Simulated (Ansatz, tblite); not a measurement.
VBiO$_{4}$: GFN2-xTB, run from Python

These are simulated results from tblite 0.8.0, not measurements. The cell began as a measured structure and was relaxed with r2SCAN+rVV10 in plane waves (Ansatz 0.2.0). All runs are without spin polarisation, and a magnetic state may lie lower.

The symmetry is I4_1/a (No. 88, tetragonal); conventional cell a = 5.107 Å, c = 11.567 Å, 12.57 Å³ an atom. V has 4 O at 1.72 Å; Bi has 8 O at 2.42–2.46 Å; O has 1 V at 1.72 Å and 2 Bi at 2.42–2.46 Å.

tblite solves periodic systems at the zone centre alone, so the script builds a cluster of 2×2×1 conventional cells (96 atoms), which folds in a coarse mesh of k points.

The script, run.py:

```python
import json
from ase import Atoms
from ase.build import make_supercell
from ase.units import Bohr, GPa, Hartree
from tblite.interface import Calculator

atoms = Atoms(['V', 'V', 'Bi', 'Bi', 'O', 'O', 'O', 'O', 'O', 'O', 'O', 'O'],
              cell=[[3.61070988, -5.78336126, -0.0365202], [3.61070988, 5.78336126, -0.0365202], [-3.57416291, 0.0, 3.64722522]],
              scaled_positions=[[0.874997882, 0.125002118, 0.75], [0.125002118, 0.874997882, 0.25], [0.374998782, 0.625001218, 0.75], [0.625001218, 0.374998782, 0.25], [0.935598187, 0.343997401, 0.640735154], [0.656002599, 0.064401813, 0.859264846], [0.064401813, 0.656002599, 0.359264846], [0.343997401, 0.935598187, 0.140735154], [0.796745724, 0.705139391, 0.861150041], [0.294860609, 0.203254276, 0.638849959], [0.203254276, 0.294860609, 0.138849959], [0.705139391, 0.796745724, 0.361150041]],
              pbc=True)
cluster = make_supercell(atoms, [[-2, -2, -2], [0, 0, -2], [1, -1, 0]])
calc = Calculator('GFN2-xTB', cluster.numbers, cluster.positions / Bohr, lattice=cluster.cell[:] / Bohr, periodic=cluster.pbc)
calc.set('temperature', 0.02 / Hartree)
calc.set('max-iter', 150)
res = calc.singlepoint()
levels = res.get('orbital-energies') * Hartree
nv = round(res.get('orbital-occupations').sum() / 2)
cells = len(cluster) // len(atoms)
out = {'energy_per_cell': res.get('energy') * Hartree / cells, 'homo': levels[nv - 1], 'lumo': levels[nv],
       'stress': (-res.get('virial') * Hartree / cluster.get_volume() / GPa).tolist(), 'charges': res.get('charges')[:len(atoms)].tolist(), 'electrons': 2 * nv / cells}
json.dump(out, open('results.json', 'w'))
for key, value in out.items():
    print(key, value)
```

Command: `python run.py`. It took 10 s on 1 thread of Arm Neoverse V1 (shared host), peak memory 0.12 GiB.

Output:

```
------------------------------------------------------------
  cycle        total energy    energy error   density error
------------------------------------------------------------
      1     -305.1301163510  -3.0572048E+02   5.9994199E-01
      2     -253.4902915830   5.1639825E+01   8.6394859E-01
      3     -316.4939822940  -6.3003691E+01   3.3053858E-01
      4     -331.0614437666  -1.4567461E+01   4.1062335E-02
      5     -331.0551876609   6.2561057E-03   2.4716819E-02
      6     -331.0632490188  -8.0613579E-03   1.0423604E-02
      7     -331.0748045705  -1.1555552E-02   2.2498916E-03
      8     -331.0754412213  -6.3665082E-04   5.3102407E-04
      9     -331.0754020060   3.9215291E-05   7.1549149E-04
     10     -331.0754376805  -3.5674533E-05   4.0923686E-04
     11     -331.0754436246  -5.9440089E-06   3.3200070E-04
     12     -331.0754494430  -5.8184614E-06   2.4750302E-04
     13     -331.0754561458  -6.7027777E-06   6.6050945E-05
     14     -331.0754566114  -4.6559029E-07   8.8810216E-06
------------------------------------------------------------

 total:                                   9.637 sec
energy_per_cell -1126.1277566307526
homo -12.774046620757806
lumo -11.474643311102989
stress [[-3.050928134693565, -5.269208628908013e-06, -0.0008518434302482574], [-5.269208628995793e-06, -6.740181364723316, 5.392338240407364e-06], [-0.0008518434302484187, 5.392338240842601e-06, -3.0509992641373347]]
charges [0.7162896910450336, 0.7162922108035499, 1.2316494351444394, 1.2316499658682412, -0.48699806929361267, -0.48700166593219674, -0.487002220649825, -0.48699695847942226, -0.48697612495453946, -0.4869773383085765, -0.48697952649521126, -0.48697726230472305]
electrons 68.0
```

The cycle table is in hartree for the whole cluster, and the lines after it are in eV (the energy for one cell). The printed stress is in GPa and positive in compression, and the pressure is its mean diagonal.

GFN2-xTB gives a gap of 1.30 eV. On the same cell, plane-wave PBE (Ansatz, 8×8×8 k points and the special points) gives a gap of 2.13 eV and r2SCAN a gap of 2.37 eV; on shared hosts these took about 99 and 230 core-seconds on the 12-atom cell, against 10 for the script. Spin-orbit coupling, left out in all these runs, can cut or reorder the gap by tenths of an eV, up to about 1 eV with Pb or Bi. xTB was fitted to molecules, so gaps, charges and pressures of solids can be far off, and the gap also depends on the size of the cluster.

The same script was run on cells scaled at fixed shape and fractional coordinates:

```tsv
volume (Å³/atom)	energy (meV/atom)	pressure (GPa, positive in compression)	gap (eV)
11.06	50.5	17.27	1.07
11.81	0.1	4.76	1.21
12.57	0.0	-4.28	1.30
13.32	36.5	-10.93	1.35
14.08	100.0	-15.84	1.38
```

A Birch-Murnaghan fit puts the minimum at 12.18 Å³/atom, 3.1 % below the given cell, with a bulk modulus of 147 GPa at fixed shape.

xTB was fitted mostly to molecules, and a small cluster samples few k points, so gaps, pressures and kinks along a curve can be far from a solid's.

Spin-orbit coupling is left out; in compounds of Pb, Bi, Tl or Hg it can lower a gap by up to about 1 eV, split its edges or invert the bands.
